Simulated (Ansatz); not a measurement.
**AlIn3As4: a trial structure relaxed**

Aim: relax a trial structure of AlIn3As4 and see where it ends.

Method: DFT PBE, scalar-relativistic, plane waves, PAW, in Ansatz 0.2.0.

## 1. Starting point

The structure is tetragonal, space group P-4m2 (No. 115). The conventional cell has a = 4.048 Å, b = 4.048 Å, c = 11.450 Å, α = 90.00°, β = 90.00°, γ = 90.00°. Around Al (site symmetry -4m2) lie 4 As at 2.48 Å. In (site symmetry 2mm) is surrounded by 4 As at 2.48 Å. In (site symmetry -4m2) has 4 As at 2.48 Å as nearest neighbours. As (site symmetry 2mm) is surrounded by 4 In at 2.48 Å. As (site symmetry 2mm) has 2 Al at 2.48 Å and 2 In at 2.48 Å as nearest neighbours.

As a file:

```cif
data_structure
_symmetry_space_group_name_H-M 'P-4m2'
_symmetry_Int_Tables_number 115
_cell_length_a 4.0481
_cell_length_b 4.0481
_cell_length_c 11.4497
_cell_angle_alpha 90.000
_cell_angle_beta 90.000
_cell_angle_gamma 90.000
_cell_volume 187.62
loop_
_atom_site_label
_atom_site_type_symbol
_atom_site_symmetry_multiplicity
_atom_site_Wyckoff_symbol
_atom_site_fract_x
_atom_site_fract_y
_atom_site_fract_z
_atom_site_occupancy
Al1 Al 1 c 0.50000 0.50000 0.50000 1
In1 In 2 e 0.00000 0.00000 0.75000 1
In2 In 1 b 0.50000 0.50000 0.00000 1
As1 As 2 g 0.50000 0.00000 0.12500 1
As2 As 2 g 0.00000 0.50000 0.37500 1
```

The start is an ordering of an alloy on its end members' structure types: elements ordered on the sites of the InAs type, Al/In on In (P-4m2, No. 115).

## 2. The guess as it stands, on a coarse mesh

input.yaml

```yaml
crystal:
  lattice:
    - [4.04806413, 0.0, 0.0]
    - [0.0, 4.04806413, 0.0]
    - [0.0, 0.0, 11.4496544]
  atoms:
    - { symbol: Al, position: [0.5, 0.5, 0.5] }
    - { symbol: In, position: [0.0, 0.0, 0.75] }
    - { symbol: In, position: [0.5, 0.5, 0.0] }
    - { symbol: In, position: [0.0, 0.0, 0.25] }
    - { symbol: As, position: [0.5, 0.0, 0.125] }
    - { symbol: As, position: [0.0, 0.5, 0.375] }
    - { symbol: As, position: [0.5, 0.0, 0.625] }
    - { symbol: As, position: [0.0, 0.5, 0.875] }
basis:
  ecutwfc: 420
kpoints:
  mp_grid: { grid: [4, 4, 2] }
hamiltonian:
  xc: pbe
scf:
  occupations: { method: gaussian, width: 0.1 }
  lower_state_search: "off"
output:
  forces: true
  stress: true
  eigenvalues: true
```

Run with:

```bash
ansatz run input.yaml --threads 1 --pin off --max-ram 2560MiB --backend cpu --events-out ev --progress --plain --runs-dir out
```

Further runs follow: rough relaxation on the coarse mesh; full relaxation.

Q: Predict the outcome of this session. Wanted: conventional cell; volume; energy over the elements; gap on the mesh.

The runs gave:

| quantity | value |
| --- | --- |
| symmetry at the end (tolerance 0.05 Å) | space group P-4m2 (No. 115) |
| conventional cell | a = 4.286 Å, b = 4.286 Å, c = 12.159 Å, α = 90.00°, β = 90.00°, γ = 90.00° |
| volume | 27.92 Å³/atom |
| energy over the elements | -0.29 eV/atom |
| gap on the mesh | none (metal) |

The space group P-4m2 (No. 115) is kept, and the volume per atom grows by 19.0 % from the first guess. It lies below the elements, which doesn't yet make it stable: competing phases were not computed in this session. No finished test with a distortion of lower symmetry is shown, so the end may be a saddle point.
